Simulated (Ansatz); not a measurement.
**GeCN2 in Ansatz: convergence with k mesh**

Input of the first run (k mesh 3 × 3 × 3); the others differ in this setting and in those tied to it:

input.yaml

```yaml
crystal:
  lattice:
    - [1.7937903697, 1.0356453528, 4.9219572124]
    - [-1.7937903697, 1.0356453528, 4.9219572124]
    - [0.0, -2.0712907056, 4.9219572124]
  atoms:
    - { symbol: Ge, position: [0.0, 0.0, 0.0] }
    - { symbol: "N", position: [0.5839044, 0.5839044, 0.5839044] }
    - { symbol: "N", position: [0.4160956, 0.4160956, 0.4160956] }
    - { symbol: C, position: [0.5, 0.5, 0.5] }
hamiltonian:
  xc: pbe
  pseudopotentials: { kind: nc, source: spms }
kpoints:
  mp_grid: { grid: [3, 3, 3] }
scf:
  occupations: { method: gaussian, width: 0.1 }
output:
  forces: true
  stress: true
  eigenvalues: true
```

Potentials or basis: SPMS NC.

Command:

```bash
$ ansatz run input.yaml --threads 2 --pin off --max-ram 5632MiB --backend cpu --events-out ev --progress --plain --runs-dir out
```

The cell comes from a database or a generator and needn't be the stable form of this composition.

Hardware: 2 threads of Arm Neoverse V1, with other jobs on the host.

Q: The values tried are 3 × 3 × 3, 4 × 4 × 4, 5 × 5 × 5, 6 × 6 × 6, 8 × 8 × 8, 10 × 10 × 10, 12 × 12 × 12, 14 × 14 × 14, loosest first. From which on does the gap on the mesh stay within 0.01 eV of the tightest run that finished?

A: From 6 × 6 × 6 on.

```tsv
k mesh	energy less the tightest run, at zero smearing (meV/atom)	pressure (GPa)	largest force (eV/Å)	gap on the mesh (eV)	SCF cycles	CPU time (s)	peak memory (GiB)
3 × 3 × 3	-5.31	-0.29	0.044	2.052	8	1.6	0.32
4 × 4 × 4	2.69	0.06	0.021	1.059	8	2.7	0.35
5 × 5 × 5	-0.62	-0.03	0.006	1.449	8	3.6	0.37
6 × 6 × 6	0.25	0.01	0.012	1.050	8	5.8	0.39
8 × 8 × 8	0.03	0.00	0.010	1.048	8	11	0.45
10 × 10 × 10	0.01	0.00	0.010	1.051	8	19	0.54
12 × 12 × 12	0.00	0.00	0.010	1.050	8	31	0.68
14 × 14 × 14	0.00	0.00	0.010	1.047	8	49	0.85
```

Against the tightest run, the energy stays within 1 meV/atom from 5 × 5 × 5 on; the pressure stays within 0.1 GPa from 4 × 4 × 4 on; the largest force stays within 0.005 eV/Å from 5 × 5 × 5 on. Meshes of other sizes hit other points, so gaps and Fermi surfaces needn't settle smoothly. The tightest run that finished is the yardstick and may itself not be fully converged.
